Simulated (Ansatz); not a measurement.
# CsPbCl3: further runs on the relaxed cell

The task, for CsPbCl3: repeat the electronic structure at other levels of theory.

Computed with Ansatz 0.2.0 (DFT PBE, scalar-relativistic, plane waves, PAW, unless a step's input says otherwise).

### 1 Starting point

The structure is cubic, space group Pm-3m (No. 221). The conventional cell has a = 5.735 Å, b = 5.735 Å, c = 5.735 Å, α = 90.00°, β = 90.00°, γ = 90.00°. Cs (site symmetry m-3m) is surrounded by 12 Cl at 4.06 Å. Pb (site symmetry m-3m) is surrounded by 6 Cl at 2.87 Å. Cl (site symmetry 4/mmm) has 2 Pb at 2.87 Å and 4 Cs at 4.06 Å as nearest neighbours.

Coordinates:

```cif
data_structure
_symmetry_space_group_name_H-M 'Pm-3m'
_symmetry_Int_Tables_number 221
_cell_length_a 5.7353
_cell_length_b 5.7353
_cell_length_c 5.7353
_cell_angle_alpha 90.000
_cell_angle_beta 90.000
_cell_angle_gamma 90.000
_cell_volume 188.65
loop_
_atom_site_label
_atom_site_type_symbol
_atom_site_symmetry_multiplicity
_atom_site_Wyckoff_symbol
_atom_site_fract_x
_atom_site_fract_y
_atom_site_fract_z
_atom_site_occupancy
Cs1 Cs 1 a 0.00000 0.00000 0.00000 1
Pb1 Pb 1 b 0.50000 0.50000 0.50000 1
Cl1 Cl 3 c 0.50000 0.50000 0.00000 1
```

It is the result of an earlier relaxation at this level (volume 37.73 Å³/atom; gap on the mesh: 2.21 eV).

### 2 The same geometry with r2SCAN

input.yaml

```yaml
crystal:
  lattice:
    - [5.7352733711, 0.0, 0.0]
    - [0.0, 5.7352733711, 0.0]
    - [0.0, 0.0, 5.7352733711]
  atoms:
    - { symbol: Cs, position: [0.0, 0.0, 0.0] }
    - { symbol: Pb, position: [0.5, 0.5, 0.5] }
    - { symbol: Cl, position: [0.5, 0.5, 0.0] }
    - { symbol: Cl, position: [0.0, 0.5, 0.5] }
    - { symbol: Cl, position: [0.5, 0.0, 0.5] }
basis:
  ecutwfc: 500
kpoints:
  mp_grid: { grid: [6, 6, 6] }
  band_path:
    path:
      - [[0.0, 0.0, 0.0], [0.0, 0.5, 0.0], [0.5, 0.5, 0.0], [0.0, 0.0, 0.0], [0.5, 0.5, 0.5], [0.0, 0.5, 0.0]]
      - [[0.5, 0.5, 0.5], [0.5, 0.5, 0.0]]
    npoints: 14
hamiltonian:
  xc: r2scan
scf:
  occupations: { method: gaussian, width: 0.02 }
  n_extra_bands: 12
output:
  forces: true
  stress: true
  eigenvalues: true
  populations: true
  dos: { projected: true, de: 0.02, nscf_kmesh: { grid: [9, 9, 9] } }
  bader: true
```

Launch:

```console
ansatz run input.yaml --threads 4 --pin off --max-ram 10240MiB --backend cpu --events-out ev --progress --plain --runs-dir out
```

### 3 Seeking the band edges over the whole zone (r2SCAN)

input.yaml

```yaml
crystal:
  lattice:
    - [5.7352733711, 0.0, 0.0]
    - [0.0, 5.7352733711, 0.0]
    - [0.0, 0.0, 5.7352733711]
  atoms:
    - { symbol: Cs, position: [0.0, 0.0, 0.0] }
    - { symbol: Pb, position: [0.5, 0.5, 0.5] }
    - { symbol: Cl, position: [0.5, 0.5, 0.0] }
    - { symbol: Cl, position: [0.0, 0.5, 0.5] }
    - { symbol: Cl, position: [0.5, 0.0, 0.5] }
basis:
  ecutwfc: 500
kpoints:
  mp_grid: { grid: [6, 6, 6] }
  band_path: { path: [VBM, CBM], npoints: 2 }
hamiltonian:
  xc: r2scan
scf:
  occupations: { method: gaussian, width: 0.02 }
output:
  forces: false
  stress: false
  eigenvalues: true
checkpoint:
  read: start.run
  write: ck
  compress: false
  write_wavefunctions: false
  write_every: 100000
```

### 4 Eigenvalues a small step from each edge (r2SCAN)

Changes to input.yaml since step 3:

```diff
@@ -15,3 +15,2 @@
   mp_grid: { grid: [6, 6, 6] }
-  band_path: { path: [VBM, CBM], npoints: 2 }
 hamiltonian:
@@ -24,2 +23,35 @@
   eigenvalues: true
+  eigenstates:
+    kpoints:
+      - [0.5, 0.5, 0.5]
+      - [0.518255942, 0.5, 0.5]
+      - [0.481744058, 0.5, 0.5]
+      - [0.5, 0.518255942, 0.5]
+      - [0.5, 0.481744058, 0.5]
+      - [0.5, 0.5, 0.518255942]
+      - [0.5, 0.5, 0.481744058]
+      - [0.5129089, 0.5129089, 0.5]
+      - [0.4870911, 0.4870911, 0.5]
+      - [0.5129089, 0.5, 0.5129089]
+      - [0.4870911, 0.5, 0.4870911]
+      - [0.5, 0.5129089, 0.5129089]
+      - [0.5, 0.4870911, 0.4870911]
+      - [0.510540073, 0.510540073, 0.510540073]
+      - [0.489459927, 0.489459927, 0.489459927]
+      - [0.5, 0.5, 0.5]
+      - [0.518255942, 0.5, 0.5]
+      - [0.481744058, 0.5, 0.5]
+      - [0.5, 0.518255942, 0.5]
+      - [0.5, 0.481744058, 0.5]
+      - [0.5, 0.5, 0.518255942]
+      - [0.5, 0.5, 0.481744058]
+      - [0.5129089, 0.5129089, 0.5]
+      - [0.4870911, 0.4870911, 0.5]
+      - [0.5129089, 0.5, 0.5129089]
+      - [0.4870911, 0.5, 0.4870911]
+      - [0.5, 0.5129089, 0.5129089]
+      - [0.5, 0.4870911, 0.4870911]
+      - [0.510540073, 0.510540073, 0.510540073]
+      - [0.489459927, 0.489459927, 0.489459927]
+    e_range: [-4.090341, 4.090341]
 checkpoint:
```

### 5 Level of theory: PBE with spin-orbit coupling

input.yaml

```yaml
crystal:
  lattice:
    - [5.7352733711, 0.0, 0.0]
    - [0.0, 5.7352733711, 0.0]
    - [0.0, 0.0, 5.7352733711]
  atoms:
    - { symbol: Cs, position: [0.0, 0.0, 0.0] }
    - { symbol: Pb, position: [0.5, 0.5, 0.5] }
    - { symbol: Cl, position: [0.5, 0.5, 0.0] }
    - { symbol: Cl, position: [0.0, 0.5, 0.5] }
    - { symbol: Cl, position: [0.5, 0.0, 0.5] }
basis:
  ecutwfc: 420
kpoints:
  mp_grid: { grid: [6, 6, 6] }
  band_path:
    path:
      - [[0.0, 0.0, 0.0], [0.0, 0.5, 0.0], [0.5, 0.5, 0.0], [0.0, 0.0, 0.0], [0.5, 0.5, 0.5], [0.0, 0.5, 0.0]]
      - [[0.5, 0.5, 0.5], [0.5, 0.5, 0.0]]
    npoints: 10
hamiltonian:
  xc: pbe
scf:
  occupations: { method: gaussian, width: 0.02 }
output:
  forces: true
  stress: true
  eigenvalues: true
  populations: true
  dos: { projected: true, de: 0.02 }
  bader: false
  write_density: true
  write_potential: true
  elf: true
  volumetric_format: npy
magnetization:
  noncollinear: true
  spin_orbit: true
```

### 6 Seeking the band edges over the whole zone (PBE with spin-orbit coupling)

input.yaml

```yaml
crystal:
  lattice:
    - [5.7352733711, 0.0, 0.0]
    - [0.0, 5.7352733711, 0.0]
    - [0.0, 0.0, 5.7352733711]
  atoms:
    - { symbol: Cs, position: [0.0, 0.0, 0.0] }
    - { symbol: Pb, position: [0.5, 0.5, 0.5] }
    - { symbol: Cl, position: [0.5, 0.5, 0.0] }
    - { symbol: Cl, position: [0.0, 0.5, 0.5] }
    - { symbol: Cl, position: [0.5, 0.0, 0.5] }
basis:
  ecutwfc: 420
kpoints:
  mp_grid: { grid: [6, 6, 6] }
  band_path: { path: [VBM, CBM], npoints: 2 }
hamiltonian:
  xc: pbe
scf:
  occupations: { method: gaussian, width: 0.02 }
output:
  forces: false
  stress: false
  eigenvalues: true
magnetization:
  noncollinear: true
  spin_orbit: true
checkpoint:
  read: start.run
  write: ck
  compress: false
  write_wavefunctions: false
  write_every: 100000
```

### 7 Eigenvalues a small step from each edge (PBE with spin-orbit coupling)

Changes to input.yaml since step 6:

```diff
@@ -15,3 +15,2 @@
   mp_grid: { grid: [6, 6, 6] }
-  band_path: { path: [VBM, CBM], npoints: 2 }
 hamiltonian:
@@ -24,2 +23,35 @@
   eigenvalues: true
+  eigenstates:
+    kpoints:
+      - [0.5, 0.5, 0.5]
+      - [0.518255942, 0.5, 0.5]
+      - [0.481744058, 0.5, 0.5]
+      - [0.5, 0.518255942, 0.5]
+      - [0.5, 0.481744058, 0.5]
+      - [0.5, 0.5, 0.518255942]
+      - [0.5, 0.5, 0.481744058]
+      - [0.5129089, 0.5129089, 0.5]
+      - [0.4870911, 0.4870911, 0.5]
+      - [0.5129089, 0.5, 0.5129089]
+      - [0.4870911, 0.5, 0.4870911]
+      - [0.5, 0.5129089, 0.5129089]
+      - [0.5, 0.4870911, 0.4870911]
+      - [0.510540073, 0.510540073, 0.510540073]
+      - [0.489459927, 0.489459927, 0.489459927]
+      - [0.5, 0.5, 0.5]
+      - [0.518255942, 0.5, 0.5]
+      - [0.481744058, 0.5, 0.5]
+      - [0.5, 0.518255942, 0.5]
+      - [0.5, 0.481744058, 0.5]
+      - [0.5, 0.5, 0.518255942]
+      - [0.5, 0.5, 0.481744058]
+      - [0.5129089, 0.5129089, 0.5]
+      - [0.4870911, 0.4870911, 0.5]
+      - [0.5129089, 0.5, 0.5129089]
+      - [0.4870911, 0.5, 0.4870911]
+      - [0.5, 0.5129089, 0.5129089]
+      - [0.5, 0.4870911, 0.4870911]
+      - [0.510540073, 0.510540073, 0.510540073]
+      - [0.489459927, 0.489459927, 0.489459927]
+    e_range: [-2.477404, 2.477404]
 magnetization:
```

(Steps that only read results are left out.)

What does the calculation give? Wanted: gap; Bader charges; gap over the zone; valence top, conduction bottom; hole masses; electron masses (for each run or level that gives them).

**Answer**, as computed:

| quantity | value |
| --- | --- |
| gap (r2SCAN) | 2.59 eV, direct on the path |
| Bader charges (r2SCAN) | Cs +0.91, Pb +1.33, Cl -0.75 e |
| gap over the zone (r2SCAN) | 2.59 eV, direct |
| valence top, conduction bottom (fractional k) (r2SCAN) | (0.500, 0.500, 0.500), (0.500, 0.500, 0.500) |
| hole masses (r2SCAN) | 0.23 to 0.23 m0 along the directions sampled |
| electron masses (r2SCAN) | 0.12 to 0.93 m0 along the directions sampled |
| gap (PBE with spin-orbit coupling) | 0.98 eV, direct on the path |
| gap over the zone (PBE with spin-orbit coupling) | 0.98 eV, direct |
| valence top, conduction bottom (fractional k) (PBE with spin-orbit coupling) | (0.500, 0.500, 0.500), (0.500, 0.500, 0.500) |
| hole masses (PBE with spin-orbit coupling) | 0.18 to 0.18 m0 along the directions sampled |
| electron masses (PBE with spin-orbit coupling) | 0.19 to 0.19 m0 along the directions sampled |

What this shows: The gap runs from 0.98 eV with PBE with spin-orbit coupling to 2.59 eV with r2SCAN. Spin-orbit coupling moves it by -1.23 eV. At this fixed cell r2SCAN gives -0.7 GPa, so it would relax to a smaller volume. PBE with spin-orbit coupling cost 3.3 times the CPU time of PBE on a shared host. Only the runs so marked include spin-orbit coupling; the others lack it, which matters for elements this heavy.
